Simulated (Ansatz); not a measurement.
Task: a rigid scan of one bond length of CH6AlGa, SMILES [CH3][GaH][AlH2], with Ansatz's Python interface. Give the script and its output. Use (for the species named): CAM-B3LYP, def2-SVP basis, multiplicity 1.

```xyz
9

C    -0.8687    0.6971   -0.3417
Ga    0.1858   -0.4310   -0.6211
Al    1.2990   -1.0441    0.7458
H    -0.5383    1.8193   -0.3703
H    -1.2084    0.4206   -1.3938
H    -1.7774    0.6270    0.3336
H     1.5934    0.0292   -0.8427
H     0.2624   -2.1361    0.4416
H     1.1407   -0.0282    2.0315
```

The script, `ch6alga_scan.py`:
```python
import ansatz
import numpy as np

GEOMETRY = '''
C    -0.86870    0.69710   -0.34170
Ga    0.18580   -0.43100   -0.62110
Al    1.29900   -1.04410    0.74580
H    -0.53830    1.81930   -0.37030
H    -1.20840    0.42060   -1.39380
H    -1.77740    0.62700    0.33360
H     1.59340    0.02920   -0.84270
H     0.26240   -2.13610    0.44160
H     1.14070   -0.02820    2.03150
'''

system = ansatz.Crystal.molecule()
for line in GEOMETRY.strip().splitlines():
    symbol, *xyz = line.split()
    system = system.atom(symbol, [float(v) for v in xyz])

symbols = [site.symbol for site in system.cartesian_sites]
start = np.array([site.position_ang for site in system.cartesian_sites])
axis = (start[7] - start[2]) / np.linalg.norm(start[7] - start[2])
moving = [7]
lengths, energies = [1.352, 1.413, 1.475, 1.536, 1.598, 1.659, 1.72, 1.813], []
for length in lengths:
    xyz = start.copy()
    xyz[moving] += (length - np.linalg.norm(start[7] - start[2])) * axis
    point = ansatz.Crystal.molecule()
    for symbol, place in zip(symbols, xyz):
        point = point.atom(symbol, place.tolist())
    setup = (
        point.calculation()
        .basis(gaussian='def2-SVP')
        .functional('cam_b3lyp')
    )
    summary = setup.run().report
    energies.append(summary['free_energy_ev'])
    print(f'r = {length:6.3f} A  E = {energies[-1]:.5f} eV  <S^2> = {abs(summary["mean_field"]["state"]["spin_squared"]):.3f}')

fit = np.polynomial.Polynomial.fit(lengths, np.array(energies) - min(energies), 4).convert()
roots = [r.real for r in fit.deriv().roots() if abs(r.imag) < 1e-9 and fit.deriv(2)(r.real) > 0]
r_e = min(roots, key=lambda r: abs(r - lengths[int(np.argmin(energies))]))
print(f'minimum of the fit at {r_e:.4f} A, force constant {fit.deriv(2)(r_e):.2f} eV/A^2')
```

```console
$ python ch6alga_scan.py
r =  1.352 A  E = -60091.79402 eV  <S^2> = 0.000
r =  1.413 A  E = -60092.03534 eV  <S^2> = 0.000
r =  1.475 A  E = -60092.18177 eV  <S^2> = 0.000
r =  1.536 A  E = -60092.24813 eV  <S^2> = 0.000
r =  1.598 A  E = -60092.25281 eV  <S^2> = 0.000
r =  1.659 A  E = -60092.20861 eV  <S^2> = 0.000
r =  1.720 A  E = -60092.12651 eV  <S^2> = 0.000
r =  1.813 A  E = -60091.94732 eV  <S^2> = 0.000
minimum of the fit at 1.5713 A, force constant 14.35 eV/A^2
```

What to keep in mind:
- Total energies depend on the basis set; only differences at equal settings carry meaning.
- The rest of the molecule is held rigid at a force-field or estimated start geometry, and the basis set is modest; single-reference methods fail as a bond breaks.
- The orbitals are restricted, so S² is zero by construction.
- The whole script took 35 s on 1 thread of Arm Neoverse V2, with other jobs on the host, peak memory 0.29 GiB.
